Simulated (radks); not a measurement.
# F⁷⁺ in 1s1 2p1: an all-electron calculation

Aim: the levels, the sizes of the orbitals and the parts of the energy of the fluorine ion F7+.

The numbers are computed with radks (a radial shooting solver on a logarithmic mesh, Libxc functionals) version 1 (scalar-relativistic Kohn-Sham, PW91, spin-polarised, spherical densities, point nucleus; open shells are filled with parallel spins first), except any that are marked as measured or tabulated.

## Step 1: The atom as given

```
element       : fluorine (Z = 9)
charge        : +7
electrons     : 2
configuration : 1s1 2p1
```

The outer shells:

F⁷⁺
```
1s [↑ ]
2p [↑ ][  ][  ]
```

## Step 2: The run

The run's settings:

```text
Z 9
configuration 1s1 2p1 2s0 3p0 3d0
relativity scalar-relativistic
functional pw91,pw91
spin polarised
nucleus point
c 137.035999084
```

Q: Predict the outcome of this run.

**Answer**, as computed:

| quantity | value |
| --- | --- |
| total energy | -48.69934 hartree |
| exchange-correlation share of it | 7.51 % |
| −T/E | 1.0016 |
| highest occupied level | 2p up, -206.79 eV |
| most extended occupied level | 2p up, <r> = 0.610 bohr |
| radius at density 0.001 e/bohr³ | 1.55 bohr |
| maxima of the radial density | 1 |

2 principal shells are occupied and 1 maxima appear in the radial density; where shells overlap, one shows as a shoulder or not at all. This is not the tabulated ground configuration, so its levels and sizes aren't those of the ground state, and no measured value stands beside it.
